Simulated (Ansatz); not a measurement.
Geometry optimisation, DFT PBE, scalar-relativistic, plane waves, PAW in Ansatz 0.2.0.

Input file:

```yaml
crystal:
  lattice:
    - [5.32, 0.0, 0.0]
    - [-3.99, 6.910883, 0.0]
    - [0.0, 0.0, 4.93696]
  atoms:
    - { symbol: Zn, position: [0.0, 0.0, 0.0] }
    - { symbol: Zn, position: [0.16666666, 0.22222221, 0.5] }
    - { symbol: Zn, position: [-1.0e-08, 0.33333332, 0.0] }
    - { symbol: Zn, position: [0.16666665, 0.55555553, 0.5] }
    - { symbol: Zn, position: [-2.0e-08, 0.66666664, 0.0] }
    - { symbol: Zn, position: [0.16666664, 0.88888885, 0.5] }
    - { symbol: Zn, position: [0.5, 0.0, 0.0] }
    - { symbol: Zn, position: [0.66666666, 0.22222221, 0.5] }
    - { symbol: Zn, position: [0.49999999, 0.33333332, 0.0] }
    - { symbol: Zn, position: [0.66666665, 0.55555553, 0.5] }
    - { symbol: Zn, position: [0.49999998, 0.66666664, 0.0] }
    - { symbol: Zn, position: [0.66666664, 0.88888885, 0.5] }
    - { symbol: H, position: [0.84335693, 0.11271706, 1.25184069] }
basis:
  ecutwfc: 420.0
kpoints:
  mp_grid: { grid: [4, 3, 3] }
hamiltonian:
  xc: pbe
scf:
  occupations: { method: gaussian, width: 0.15 }
  lower_state_search: "off"
relax:
  f_tol: 0.03
  max_steps: 60
  adjacent_minimum: "off"
output:
  write_density: true
  write_potential: true
  elf: true
  volumetric_format: npy
```

Run as:

```bash
$ ansatz run input.yaml --threads 4 --pin off --max-ram 10240MiB --backend cpu --events-out ev --progress --plain --runs-dir out
```

Q: Where does it end, and by what steps?

A: The run converged. The force dipped under the threshold on the way, but the program's further checks kept it going. Limits of this set-up: coarse k mesh, odd electron count without spin, a small cell, in which the defect meets its images, a typed lattice constant that wasn't relaxed here. After 13 steps the energy has fallen by 0.316 eV; H13 moved furthest, 1.40 Å.

| step | energy less start (eV) | largest force component (eV/Å) | accepted |
| --- | --- | --- | --- |
| 0 | 0.0000 | 0.456 | yes |
| 1 | -0.1080 | 0.171 | yes |
| 2 | -0.1497 | 0.059 | yes |
| 3 | -0.1579 | 0.087 | yes |
| 4 | -0.1672 | 0.065 | yes |
| 5 | -0.1842 | 0.114 | yes |
| 6 | -0.2049 | 0.093 | yes |
| 7 | -0.2288 | 0.077 | yes |
| 8 | -0.2515 | 0.078 | yes |
| 9 | -0.2789 | 0.090 | yes |
| 10 | -0.3043 | 0.083 | yes |
| 11 | -0.3102 | 0.073 | yes |
| 12 | -0.3161 | 0.006 | yes |
| 13 | -0.3161 | 0.006 | yes |

```xyz
13
Lattice="5.3200 0.0000 0.0000 -3.9900 6.9109 0.0000 0.0000 0.0000 4.9370" Properties=species:S:1:pos:R:3
Zn -0.090 0.057 -0.165
Zn -0.076 1.732 2.555
Zn -1.441 2.369 -0.030
Zn -1.441 3.863 2.390
Zn -2.757 4.659 -0.087
Zn -2.677 6.152 2.425
Zn 2.557 0.065 -0.013
Zn 2.573 1.588 2.388
Zn 1.239 2.378 -0.039
Zn 1.258 3.912 2.350
Zn -0.109 4.641 -0.022
Zn -0.170 6.117 2.583
H 5.171 0.102 6.657
```

Whether the end is a true minimum wasn't checked by a vibrational analysis.

The run took 60 s on 4 threads of Intel(R) Xeon(R) Platinum 8488C (Sapphire Rapids) (shared host), peak memory 0.88 GiB.
